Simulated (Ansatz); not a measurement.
**C2H3FSi: one species, many methods**

How much do the methods differ for C2H3FSi? The plan is to run it at one geometry with functionals of several rungs and with coupled cluster. The yardstick is the atomisation energy at the CCSD(T) limit.

Method: functionals in def2-TZVPP, the program's frozen cores in correlated methods; program: Ansatz 0.2.0, Gaussian basis.

The runs, in order: LDA (SPW92), PBE-D4, revPBE-D4, BLYP-D4, r2SCAN-D4, B97M-V, PBE0-D4, B3LYP-D4, r2SCANh-D4, r2SCAN0-D4, HSE06-D4, BHLYP-D4, CAM-B3LYP-D4, LC-ωPBE, ωB97X-V, ωB97M-V, B2PLYP, PBE-QIDH; CCSD(T)/def2-SVP; CCSD(T)/def2-TZVPP; MP2/def2-QZVPP; extrapolation to the limit; RPA on PBE.

## 1. Structure used throughout

All runs share one geometry, relaxed beforehand with PBE0-D4 in a triple-zeta def2 set.

7 atoms, charge 0, spin multiplicity 1.

Atoms are counted from 1 here; the program's logs count them from 0.

Bond lengths: F1–C2 1.320 Å, C2–C3 1.323 Å, C2–Si4 1.796 Å, C3–Si4 1.829 Å, C3–H5 1.081 Å, Si4–H6 1.484 Å, Si4–H7 1.484 Å. Angles: F1–C2–C3 135.1°, F1–C2–Si4 154.9°, C3–C2–Si4 69.9°, C2–C3–Si4 67.3°, C2–C3–H5 138.8°, Si4–C3–H5 153.9°, C2–Si4–C3 42.8°, C2–Si4–H6 122.2°, C2–Si4–H7 122.2°, C3–Si4–H6 121.8°, C3–Si4–H7 121.8°, H6–Si4–H7 110.7°.

## 2. LDA

This LDA is Slater exchange with PW92 correlation.

Contents of in.yaml:

```yaml
crystal:
  periodic: [false, false, false]
  atoms:
    - {symbol: F, position_ang: [-0.096846, -2.279427, 0.145390]}
    - {symbol: C, position_ang: [-0.051266, -0.961050, 0.099480]}
    - {symbol: C, position_ang: [-0.342969, 0.017228, 0.940980]}
    - {symbol: Si, position_ang: [0.269184, 0.630079, -0.669871]}
    - {symbol: H, position_ang: [-0.715079, 0.139473, 1.948955]}
    - {symbol: H, position_ang: [-0.644437, 1.217580, -1.680502]}
    - {symbol: H, position_ang: [1.642514, 1.168118, -0.830234]}
basis:
  gaussian: {orbitals: def2-TZVPP}
hamiltonian: {xc: lda}
output: {orbitals: {seedname: orbitals}}
```

Launch:

```sh
> ansatz run in.yaml --threads 2 --pin off --events-out ev --progress --plain --max-ram 4352MiB
```

After this run come: PBE-D4 (GGA); revPBE-D4 (GGA); BLYP-D4 (GGA); r2SCAN-D4 (meta-GGA); B97M-V (meta-GGA); B3LYP-D4 (hybrid); r2SCANh-D4 (hybrid); r2SCAN0-D4 (hybrid); HSE06-D4 (hybrid); BHLYP-D4 (hybrid); CAM-B3LYP-D4 (range-separated); LC-ωPBE (range-separated); ωB97X-V (range-separated); ωB97M-V (range-separated); B2PLYP (double hybrid); PBE-QIDH (double hybrid); CCSD(T) in def2-SVP; CCSD(T) in def2-TZVPP; MP2 in def2-QZVPP; RPA on PBE orbitals.

Q: Predict the results of all the runs planned. Wanted: atomisation energy, CCSD(T)/CBS; farthest beyond LDA; mean size of error, GGA; mean size of error, meta-GGA; mean size of error, hybrid; mean size of error, range-separated; mean size of error, double hybrid; gap, smallest and largest; T1 diagnostic.

The runs gave:

| quantity | value |
| --- | --- |
| atomisation energy, CCSD(T)/CBS | 2600.0 kJ/mol |
| functionals within 13.0 kJ/mol (0.5 %) | BLYP-D4, B3LYP-D4, r2SCANh-D4, CAM-B3LYP-D4, LC-ωPBE, PBE-QIDH |
| farthest beyond LDA | BHLYP-D4 (-99.1 kJ/mol) |
| mean size of error, GGA | 39.8 kJ/mol |
| mean size of error, meta-GGA | 27.0 kJ/mol |
| mean size of error, hybrid | 31.0 kJ/mol |
| mean size of error, range-separated | 15.3 kJ/mol |
| mean size of error, double hybrid | 13.2 kJ/mol |
| gap, smallest and largest | 5.62 eV (BLYP-D4), 12.53 eV (LC-ωPBE) |
| T1 diagnostic | 0.0138 |
| triples share of the correlation energy | 4.1 % |

What this shows: LDA overbinds by 447.3 kJ/mol (17 %). PBE-D4 is off by +93.5 kJ/mol. Double hybrids carry the basis error of their MP2 part in triple zeta, and no dispersion term here, so their miss is partly the set-up's. Taken by rung, double hybrid functionals do best (13.2 kJ/mol on average) and GGA ones worst beyond LDA (39.8 kJ/mol). The gap between the best rungs is small, so their order is not settled. The reference freezes the cores and leaves out relativity and excitations past (T), so misses under about 13.0 kJ/mol can't be ranked. Hartree-Fock recovers 71 % of the binding; the rest is correlation. CCSD(T) in def2-SVP is off by -150.0 kJ/mol, worse than the median functional, from the basis alone. The gap grows from 5.6 to 12.5 eV across the functionals, mostly with the share of exact exchange.
